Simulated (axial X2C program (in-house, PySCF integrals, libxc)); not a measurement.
# All-electron X2C curves of TeB, part 1 of 2

What are the state, bond length, wavenumber and bond energy of TeB, and what does spin–orbit coupling change?

Program: an in-house X2C program for linear molecules on PySCF integrals. Level of theory: all-electron X2C, Te dyall-cv3z, B dyall-v3z. These are calculated values, not measurements.

**1. Input**

Contents of task.json:

```json
{
 "zs": [
  52,
  5
 ],
 "q": 0,
 "bas": [
  "dyall-cv3z",
  "dyall-v3z"
 ],
 "levels": [
  "PBE0",
  "HF",
  "PBE"
 ],
 "cc": true,
 "r0": 2.06,
 "thr": -1.0,
 "nmax": 90,
 "npts": 10,
 "nst": 2,
 "ntry": 6
}
```

Keys: zs atomic numbers; q charge; bas basis sets; levels methods (HF also brings MP2); cc coupled cluster on or off; r0 starting distance in Å; thr threshold in hartree for freezing inner shells (an s shell follows its p shell); nmax most natural virtual spinors; npts points asked for on the curve; nst determinants followed; ntry starts of the search.

Launch:

```sh
$ python so2c.py task.json out
```

Spin-free means the one-electron spin-free X2C Hamiltonian; two-component (2c) means X2C with spin–orbit coupling and atomic mean-field two-electron Coulomb and Gaunt terms. Basis: Te dyall-cv3z contracted to [11s12p8d4f1g], B dyall-v3z contracted to [7s6p2d1f]; Gaussian nuclei, density fitting. Masses: Te 129.906 u, B 11.009 u.

Notation: σ, π±, δ± give the projection m of an orbital's angular momentum (0, ±1, ±2), α and β its spin, Λ and M_S the sums; ω is the projection of a spinor's total angular momentum and Ω the sum. Logs are in hartree.

The results follow Hamiltonian by Hamiltonian and level by level.

**2. Search for the lowest determinant**

PBE0 moves the distance from 2.060 Å to 1.957 Å and compares determinants there.

Spin-free determinants:

```tsv
ΔE (eV)	state	open shells
0.00	M_S = 1/2, Λ = 0	beyond closed shells: σα
1.74	M_S = 1/2, Λ = 1	beyond closed shells: π+α, π+β, π-α
2.99	M_S = 3/2, Λ = 0	beyond closed shells: σα, π+α, π+β, 2 × π-α
2.99	M_S = 3/2, Λ = 2	beyond closed shells: σα, 2 × π+α, π+β, π-α
3.35	M_S = 1/2, Λ = 2	beyond closed shells: σα, 2 × π+α, π+β, π-β
3.66	M_S = 1/2, Λ = 1	beyond closed shells: π+α
3.89	M_S = 1/2, Λ = 2	beyond closed shells: σα, π+α, 2 × π+β, π-α
```

Two-component determinants:

| ΔE (eV) | state | open shells |
| --- | --- | --- |
| 0.00 | Ω = 1/2 | excess of +ω over −ω: ω = 1/2 |
| 1.55 | Ω = 3/2 | excess of +ω over −ω: ω = 3/2 |
| 2.84 | Ω = 7/2 | excess of +ω over −ω: ω = 1/2, 2 × ω = 3/2 |
| 3.19 | Ω = 3/2 | excess of +ω over −ω: ω = 3/2 |
| 3.46 | Ω = 1/2 | excess of +ω over −ω: 2 × ω = -1/2, ω = 3/2 |
| 3.55 | Ω = 5/2 | excess of +ω over −ω: ω = -1/2, 2 × ω = 3/2 |
| 3.62 | Ω = 5/2 | excess of +ω over −ω: 2 × ω = 1/2, ω = 3/2 |

**3. PBE0, spin-free**

State followed: M_S = 1/2, Λ = 0 (beyond closed shells: σα). The scan is laid around 1.957 Å, a first estimate of the minimum, and this SCF restarts from the orbitals of the search.

The SCF at the reference distance of 1.957 Å:

```text
spin-free X2C-1e  PBE0
basis functions 166  fitting functions 895  grid points 5077
iter        total energy     max residual
   1      -6818.216651577     4.14e-05
   2      -6818.216651584     2.30e-05
   3      -6818.216651587     9.37e-06
converged
one-electron -9494.57885234  Coulomb 2787.33439737  exact exchange -44.65050169  xc functional -136.62628095  nuclear repulsion 70.30458602
```

Along the bond, energies from the lowest point:

```
R (Å)  E (eV)  μ (D)  HOMO (eV)  LUMO (eV)  iterations
1.703  1.1399  -0.63      -7.62      -2.85          31
1.781  0.4673  -0.47      -7.77      -3.07          24
1.840  0.1799  -0.35      -7.65      -3.24          25
1.898  0.0347  -0.22      -7.53      -3.41          22
1.957  0.0000  -0.10      -7.42      -3.58           3
2.026  0.0652   0.05      -7.31      -3.78          23
2.094  0.2132   0.19      -7.20      -3.97          21
2.182  0.4839   0.38      -7.07      -4.20          23
2.290  0.8822   0.60      -6.93      -4.44          23
2.446  1.4982   0.95      -6.74      -4.71          24
```

Dipoles are positive if B is the positive end.

Outer orbitals at the reference distance:

| symmetry | occupied | ε (eV) | atomic character |
| --- | --- | --- | --- |
| σα | yes | -18.11 | 59% Te s, 21% B s, 14% B p |
| σβ | yes | -17.88 | 62% Te s, 18% B s, 15% B p |
| σα | yes | -11.74 | 39% B s, 38% Te p, 14% Te s |
| σβ | yes | -10.75 | 51% Te p, 28% B s, 14% Te s |
| σα | yes | -8.02 | 55% B p, 25% Te p, 14% B s |
| π-α | yes | -7.50 | 64% Te p, 32% B p, 3% B d |
| π+α | yes | -7.50 | 64% Te p, 32% B p, 3% B d |
| π-β | yes | -7.42 | 72% Te p, 23% B p, 4% B d |
| π+β | yes | -7.42 | 72% Te p, 23% B p, 4% B d |
| σβ | no | -3.58 | 46% B p, 32% B s, 14% Te p |
| π-α | no | -2.22 | 56% B p, 27% Te p, 11% Te d |
| π+α | no | -2.22 | 56% B p, 27% Te p, 11% Te d |
| π-β | no | -1.47 | 64% B p, 19% Te p, 13% Te d |

PBE0 fields in the half plane through the axis: z from -2.4 to 4.2 Å across, distance from the axis 0.15 to 2.25 Å upwards; Te lies at z = 0 and B at z = 1.957 Å; the ELF is damped to zero where the density is low.

log10 density (e/bohr³). Ten even steps from ' ' (-4.67 ) to '@' (1.83 ):
```
    ....::::::::--::::::::::::::........      
  ....::::------------------::::::::::....    
....::::----==========------------::::::....  
..::::----======================------::::....
..::----====++++++++++==============----::::..
::::--====++++******++++++++++++++====----::..
::::--====++**######**++++++++++++++====--::::
::----==++++**%%@@%%**++++++####++++====--::::
```

ELF. Ten even steps from '0' (0.00 ) to '9' (0.98 ):
```
00001234443221000000000
00013466665432211110000
00135677776554334442100
00256788777666556776410
01367875556677678999740
02467642223678679999972
02577426762487008999983
02576345754382993999994
```

Re = 1.949 Å, ωe = 825 cm⁻¹, ωexe = 4.13 cm⁻¹, Be = 0.4372 cm⁻¹, De = 4.05 eV, μ = -0.12 D.

**4. HF, spin-free**

The SCF at the reference distance of 1.957 Å:

```text
spin-free X2C-1e  HF
basis functions 166  fitting functions 895  grid points 5077
iter        total energy     max residual
   1      -6815.541875690     3.43e-01
   2      -6815.564616172     9.99e-03
   3      -6815.565997735     2.65e-02
   4      -6815.566643662     7.50e-03
   5      -6815.566981315     5.93e-03
   6      -6815.567409338     1.27e-02
   7      -6815.567863675     1.24e-02
   8      -6815.568155814     5.82e-03
   9      -6815.568282307     9.15e-04
  10      -6815.568291317     8.26e-04
  11      -6815.568292944     2.10e-04
  12      -6815.568293193     7.45e-05
  13      -6815.568293232     4.73e-05
  14      -6815.568293238     5.40e-06
  15      -6815.568293239     3.38e-06
  16      -6815.568293239     1.87e-06
converged
one-electron -9493.46963894  Coulomb 2786.28619374  exact exchange -178.68943406  xc functional 0.00000000  nuclear repulsion 70.30458602
```

No constants are quoted: the solution changes its character somewhere along the scan, so the fit is set aside.

**5. PBE, spin-free**

The SCF at the reference distance of 1.957 Å:

```text
spin-free X2C-1e  PBE
basis functions 166  fitting functions 895  grid points 5077
iter        total energy     max residual
   1      -6818.135104150     1.18e-01
   2      -6818.135574296     2.03e-02
   3      -6818.137510485     3.30e-02
   4      -6818.138047636     1.11e-02
   5      -6818.138120851     3.61e-03
   6      -6818.138138484     3.04e-03
   7      -6818.138141995     1.43e-04
   8      -6818.138142190     3.14e-04
   9      -6818.138142296     2.52e-05
  10      -6818.138142306     2.28e-05
  11      -6818.138142307     2.87e-06
converged
one-electron -9494.35057226  Coulomb 2787.08635739  exact exchange 0.00000000  xc functional -181.17851346  nuclear repulsion 70.30458602
```

Re = 1.966 Å, ωe = 793 cm⁻¹, ωexe = 4.02 cm⁻¹, Be = 0.4299 cm⁻¹, De = 4.36 eV, μ = -0.34 D.

**6. MP2 and beyond, spin-free**

Correlated methods: 9 electrons correlated (frozen shells, counted by type: Te 4 s, 3 p, 2 d; B 1 s), 225 virtual spinors in MP2, 89 natural virtuals in coupled cluster.

Output of the correlated part at 1.957 Å:

```text
correlated 9  virtual 225  natural virtual 89  E(MP2) -0.191001044  MP2 remainder -0.004976231
iter   CCSD correlation   residual
   1     -0.194943248   1.36e-01
   2     -0.202635911   7.05e-02
   3     -0.206655027   4.18e-02
   4     -0.208200244   2.41e-02
   5     -0.209104380   1.17e-02
   6     -0.209299055   4.76e-03
   7     -0.209356342   1.63e-03
   8     -0.209356731   6.49e-04
   9     -0.209349067   3.10e-04
  10     -0.209349158   1.44e-04
  11     -0.209346982   5.77e-05
  12     -0.209347529   2.02e-05
  13     -0.209347298   7.29e-06
  14     -0.209347354   3.53e-06
  15     -0.209347398   1.73e-06
  16     -0.209347450   9.61e-07
  17     -0.209347486   4.78e-07
  18     -0.209347503   2.21e-07
(T) -0.014361892  T1 0.0733  D1 0.1305  max T2 0.083
```

T1 in the output is the amplitude norm over the root of the electron number; divide by √2 for the Lee–Taylor value.

MP2: No constants are quoted: the reference changes its character somewhere along the scan, so the fit is set aside.

CCSD: No constants are quoted: the reference changes its character somewhere along the scan, so the fit is set aside.

CCSD(T): No constants are quoted: the reference changes its character somewhere along the scan, so the fit is set aside.

**7. A higher determinant, spin-free**

State: M_S = 1/2, Λ = 1 (beyond closed shells: π+α, π+β, π-α).

Output at the reference distance:

```text
spin-free X2C-1e  PBE0
basis functions 166  fitting functions 895  grid points 5077
iter        total energy     max residual
   1      -6818.152558467     5.16e-05
   2      -6818.152558493     1.85e-05
   3      -6818.152558495     1.70e-05
converged
one-electron -9492.79637916  Coulomb 2785.62023407  exact exchange -44.65420041  xc functional -136.62679901  nuclear repulsion 70.30458602
```

```
R (Å)  E above the lowest PBE0 point (eV)
1.703                               4.175
1.781                               3.090
1.840                               2.500
1.898                               2.062
1.957                               1.744
2.026                               1.494
2.094                               1.345
2.182                               1.266
2.290                               1.293
```

No constants are quoted: too few points lie around the minimum for a second fit to confirm the first.

**8. The spin-free curves together**

Energy (eV) of the followed determinant, spin-free, from each level's lowest point:

```
R (Å)   PBE0  HF (jumps)  MP2 (its reference jumps)  CCSD (its reference jumps)  CCSD(T) (its reference jumps)    PBE
1.703  1.140       1.200                      1.169                         n/a                            n/a  1.233
1.781  0.467       0.493                      0.480                       0.516                          0.550  0.535
1.840  0.180       0.189                      0.187                       0.208                          0.231  0.226
1.898  0.035       0.036                      0.039                       0.047                          0.059  0.058
1.957  0.000       0.000                      0.000                       0.000                          0.000  0.000
2.026  0.065       0.073                      0.054                       0.053                          0.039  0.038
2.094  0.213       0.235                      0.180                       0.187                          0.158  0.159
2.182  0.484       0.526                      0.411                       0.432                          0.382  0.396
2.290  0.882       0.915                      0.846                         n/a                            n/a  0.760
2.446  1.498       1.451                      1.592                         n/a                            n/a  1.339
```

(Continued in part 2 of 2.)
